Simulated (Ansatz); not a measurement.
# CO: the cost of one run

Program: Ansatz 0.2.0. Level of theory: DFT PBE0, scalar-relativistic, plane waves, PAW. These are calculated values, not measurements.

## 1. Starting point

Symmetry: P4mm, No. 99, tetragonal system. The conventional cell has a = 12.000 Å, b = 12.000 Å, c = 12.000 Å, α = 90.00°, β = 90.00°, γ = 90.00°. C (site symmetry 4mm) has 1 O at 1.13 Å as nearest neighbours. O (site symmetry 4mm) is surrounded by 1 C at 1.13 Å.

Coordinates:

```
C O
1.0
    12.00000    0.00000    0.00000
     0.00000   12.00000    0.00000
     0.00000    0.00000   12.00000
C O
1 1
Direct
  0.50000 0.50000 0.45300
  0.50000 0.50000 0.54700
```

## 2. Single point: CO in a box, no spin

File input.yaml:

```yaml
crystal:
  lattice:
    - [12.0, 0.0, 0.0]
    - [0.0, 12.0, 0.0]
    - [0.0, 0.0, 12.0]
  atoms:
    - { symbol: C, position: [0.5, 0.5, 0.453] }
    - { symbol: O, position: [0.5, 0.5, 0.547] }
scf:
  occupations: { method: fixed }
output:
  forces: true
  stress: false
  core_levels: { shells: { O: "1s", C: "1s" } }
  write_density: true
  write_potential: true
  elf: true
  volumetric_format: npy
hamiltonian:
  xc: pbe0
kpoints:
  mp_grid: { grid: [1, 1, 1] }
```

The run is started by

```bash
$ ansatz run input.yaml --threads 8 --pin off --max-ram 16384MiB --backend cpu --events-out ev --progress --plain --runs-dir out
```

What time and memory should one allow on 8 threads of Arm Neoverse V1, shared host?

About 18 s, with a peak of 1.6 GiB.
